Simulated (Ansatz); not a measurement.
# CH₅ClFNSn: small, medium and large basis sets

The task here is to estimate one member of a computed series from the others.

Computed with Ansatz 0.2.0, Gaussian basis. Level: one geometry, several basis sets.

Plan: PBE0-D4/def2-SVP; ωB97M-V/def2-SVP; PBE0-D4/def2-QZVPP; ωB97M-V/def2-QZVPP; the functionals' def2-TZVPP values are taken from earlier runs.

### Structure used throughout

An earlier PBE0-D4 in a triple-zeta def2 set relaxation fixed the geometry. Sn takes the def2 core potential; no spin-orbit term is included.

SMILES `C[NH][SnH]([F])[Cl]`, 10 atoms, charge 0, spin multiplicity 1.

Atoms are counted from 1 here; the program's logs count them from 0.

Bond lengths: C1–N2 1.457 Å, C1–H6 1.097 Å, C1–H7 1.094 Å, C1–H8 1.092 Å, N2–Sn3 1.991 Å, N2–H9 1.011 Å, Sn3–F4 1.910 Å, Sn3–Cl5 2.323 Å, Sn3–H10 1.692 Å. Angles: N2–C1–H6 114.3°, N2–C1–H7 109.5°, N2–C1–H8 109.5°, H6–C1–H7 108.3°, H6–C1–H8 108.0°, H7–C1–H8 107.1°, C1–N2–Sn3 119.0°, C1–N2–H9 112.0°, Sn3–N2–H9 113.5°, N2–Sn3–F4 103.1°, N2–Sn3–Cl5 112.8°, N2–Sn3–H10 116.5°, F4–Sn3–Cl5 102.5°, F4–Sn3–H10 109.6°, Cl5–Sn3–H10 111.0°.

Coordinates:

```xyz
10

C    -1.3094   -0.0394   -0.6743
N    -0.2178   -0.8491   -0.1484
Sn    1.2807    0.0534    0.8025
F     0.3967    0.9891    2.2139
Cl    2.2208    1.7801   -0.4353
H    -1.0473    0.5480   -1.5624
H    -2.1534   -0.6867   -0.9282
H    -1.6544    0.6514    0.0973
H     0.0890   -1.5472   -0.8123
H     2.4782   -0.9510    1.4502
```

The first run:

in.yaml reads:

```yaml
crystal:
  periodic: [false, false, false]
  atoms:
    - {symbol: C, position_ang: [-1.309382, -0.039408, -0.674322]}
    - {symbol: N, position_ang: [-0.217768, -0.849146, -0.148361]}
    - {symbol: Sn, position_ang: [1.280656, 0.053404, 0.802458]}
    - {symbol: F, position_ang: [0.396702, 0.989117, 2.213941]}
    - {symbol: Cl, position_ang: [2.220800, 1.780125, -0.435335]}
    - {symbol: H, position_ang: [-1.047319, 0.548018, -1.562367]}
    - {symbol: H, position_ang: [-2.153376, -0.686699, -0.928174]}
    - {symbol: H, position_ang: [-1.654446, 0.651401, 0.097302]}
    - {symbol: H, position_ang: [0.089040, -1.547157, -0.812327]}
    - {symbol: H, position_ang: [2.478190, -0.950955, 1.450186]}
basis:
  gaussian: {orbitals: def2-SVP}
hamiltonian: {xc: pbe0, dispersion: d4}
output: {orbitals: {seedname: orbitals}}
```

On the command line:

```console
> ansatz run in.yaml --threads 4 --pin off --events-out ev --progress --plain --max-ram 10444MiB
```

Steps of the session up to this table: PBE0-D4 in def2-SVP; ωB97M-V in def2-SVP; PBE0-D4 in def2-QZVPP; ωB97M-V in def2-QZVPP.

One table of the session follows, with a row left open; its other results are not shown here.

It belongs to the step «Functionals by basis». 

| functional | basis | HOMO (eV) |
| --- | --- | --- |
| PBE0-D4 | def2-SVP | -7.24 |
| PBE0-D4 | def2-TZVPP | -7.41 |
| PBE0-D4 | def2-QZVPP | -7.44 |
| ωB97M-V | def2-SVP | -9.53 |
| ωB97M-V | def2-TZVPP | ? |
| ωB97M-V | def2-QZVPP | -9.76 |

**Question.** Estimate the row for ωB97M-V, def2-TZVPP.

The run gave: HOMO (eV): -9.72. In the column «HOMO (eV)» it lies between ωB97M-V, def2-QZVPP (-9.76) and ωB97M-V, def2-SVP (-9.53).
